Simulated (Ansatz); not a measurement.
# C3H6SiTe: the cost of one run

Method: functionals in def2-TZVPP, the program's frozen cores in correlated methods; program: Ansatz 0.2.0, Gaussian basis.

Levels to be run: PBE-D4, r2SCAN-D4, PBE0-D4, B3LYP-D4, ωB97X-V, ωB97M-V, B2PLYP; CCSD(T)/def2-TZVPP; MP2/def2-QZVPP; extrapolation to the limit.

## Step 1: Structure used throughout

An earlier PBE0-D4 in a triple-zeta def2 set relaxation fixed the geometry. Te takes the def2 core potential; no spin-orbit term is included.

11 atoms, charge 0, spin multiplicity 1.

Atoms are counted from 1 here; the program's logs count them from 0.

Bond lengths: C1–C2 1.207 Å, C1–H6 1.066 Å, C2–Si3 1.822 Å, Si3–Te4 2.481 Å, Si3–H7 1.484 Å, Si3–H8 1.483 Å, Te4–C5 2.149 Å, C5–H9 1.088 Å, C5–H10 1.088 Å, C5–H11 1.087 Å. Angles: C2–C1–H6 179.5°, C1–C2–Si3 177.7°, C2–Si3–Te4 109.7°, C2–Si3–H7 107.6°, C2–Si3–H8 110.3°, Te4–Si3–H7 112.0°, Te4–Si3–H8 107.3°, H7–Si3–H8 110.0°, Si3–Te4–C5 93.5°, Te4–C5–H9 106.6°, Te4–C5–H10 109.0°, Te4–C5–H11 109.9°, H9–C5–H10 110.1°, H9–C5–H11 110.1°, H10–C5–H11 111.1°.

## Step 2: PBE-D4 (GGA)

Input file in.yaml:

```yaml
crystal:
  periodic: [false, false, false]
  atoms:
    - {symbol: C, position_ang: [-1.562293, 0.815009, 1.871663]}
    - {symbol: C, position_ang: [-0.731578, 0.008607, 1.531245]}
    - {symbol: Si, position_ang: [0.525657, -1.176755, 0.951814]}
    - {symbol: Te, position_ang: [0.301525, -1.503840, -1.497480]}
    - {symbol: C, position_ang: [0.405181, 0.600935, -1.920508]}
    - {symbol: H, position_ang: [-2.298100, 1.521950, 2.180426]}
    - {symbol: H, position_ang: [1.857044, -0.633286, 1.319591]}
    - {symbol: H, position_ang: [0.321389, -2.497881, 1.593439]}
    - {symbol: H, position_ang: [0.209024, 0.714244, -2.985090]}
    - {symbol: H, position_ang: [-0.358781, 1.115748, -1.342493]}
    - {symbol: H, position_ang: [1.396435, 0.978270, -1.681907]}
basis:
  gaussian: {orbitals: def2-TZVPP}
hamiltonian: {xc: pbe, dispersion: d4}
output: {forces: true, orbitals: {seedname: orbitals}}
```

Started as:

```sh
$ ansatz run in.yaml --threads 4 --pin off --events-out ev --progress --plain --max-ram 10444MiB
```

What time and memory should one allow on 4 threads of Arm Neoverse V1, shared host?

About 3.2 s, with a peak of 0.37 GiB.
